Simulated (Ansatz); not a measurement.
**Zinc, A15 under LDA: structure and ground-state energy**

The plan for zinc in the A15 structure: relax it, then solve it on a dense k-mesh. Spin polarisation is left out. The k-meshes are 5×5×5 for the relaxation; 7×7×7 for the dense run.

Program: Ansatz 0.2.0. Level of theory: DFT LDA (PW92), plane waves (420 eV) with PAW, scalar-relativistic; PAW files made under PBE, frozen cores solved again for the functional. These are calculated values, not measurements.

## 1. The system as given

Symmetry: Pm-3n, No. 223, cubic system. Conventional cell: a = 4.955 Å, b = 4.955 Å, c = 4.955 Å, α = 90.00°, β = 90.00°, γ = 90.00°. Around Zn (site symmetry m-3) lie 12 Zn at 2.77 Å. Zn (site symmetry -4m2) is surrounded by 6 Zn at 2.48 to 2.77 Å.

Coordinates:

```xyz
8
Lattice="4.9554 0.0000 0.0000 0.0000 4.9554 0.0000 0.0000 0.0000 4.9554" Properties=species:S:1:pos:R:3 pbc="T T T"
Zn    0.0000    0.0000    0.0000
Zn    2.4777    2.4777    2.4777
Zn    1.2388    0.0000    2.4777
Zn    3.7165    0.0000    2.4777
Zn    2.4777    1.2388    0.0000
Zn    2.4777    3.7165    0.0000
Zn    0.0000    2.4777    1.2388
Zn    0.0000    2.4777    3.7165
```

## 2. Geometry optimisation

The input, input.yaml:

```yaml
crystal:
  lattice:
    - [4.9553948694, 0.0, 0.0]
    - [0.0, 4.9553948694, 0.0]
    - [0.0, 0.0, 4.9553948694]
  atoms:
    - { symbol: Zn, position: [0.0, 0.0, 0.0] }
    - { symbol: Zn, position: [0.5, 0.5, 0.5] }
    - { symbol: Zn, position: [0.25, 0.0, 0.5] }
    - { symbol: Zn, position: [0.75, 0.0, 0.5] }
    - { symbol: Zn, position: [0.5, 0.25, 0.0] }
    - { symbol: Zn, position: [0.5, 0.75, 0.0] }
    - { symbol: Zn, position: [0.0, 0.5, 0.25] }
    - { symbol: Zn, position: [0.0, 0.5, 0.75] }
hamiltonian:
  xc: lda
  pseudopotentials:
    kind: paw
    azcp:
      Zn: "pseudopotentials/Zn.paw.azcp"
basis:
  ecutwfc: 420
  fft_grid_basis: typed
kpoints:
  mp_grid: { grid: [5, 5, 5], shift: [0, 0, 0] }
magnetization:
  spin_polarized: false
scf:
  occupations: { method: fermi_dirac, width: 0.1 }
relax:
  max_steps: 60
  f_tol: 0.01
  cell: {}
```

Further steps of the session: Dense single point.

What does the calculation give? Wanted: space group; conventional cell; volume; shortest distance; gap on the mesh; relative to hcp.

As calculated:

| quantity | value |
| --- | --- |
| space group (spins left aside) | Pm-3n (No. 223) |
| conventional cell | a = 4.782 Å |
| volume | 13.671 Å³/atom |
| shortest distance | 2.391 Å |
| gap on the mesh | none (levels filled in part) |
| relative to hcp | +44 meV/atom |

What this shows: The relaxation shrank the cell by 10.1 % in volume. Against the reference form of zinc (hcp, computed apart with the same settings) it stands 44 meV/atom higher. No gap shows: it is a metal or semimetal at this level. Relaxation kept the symmetry; phonons were not checked.
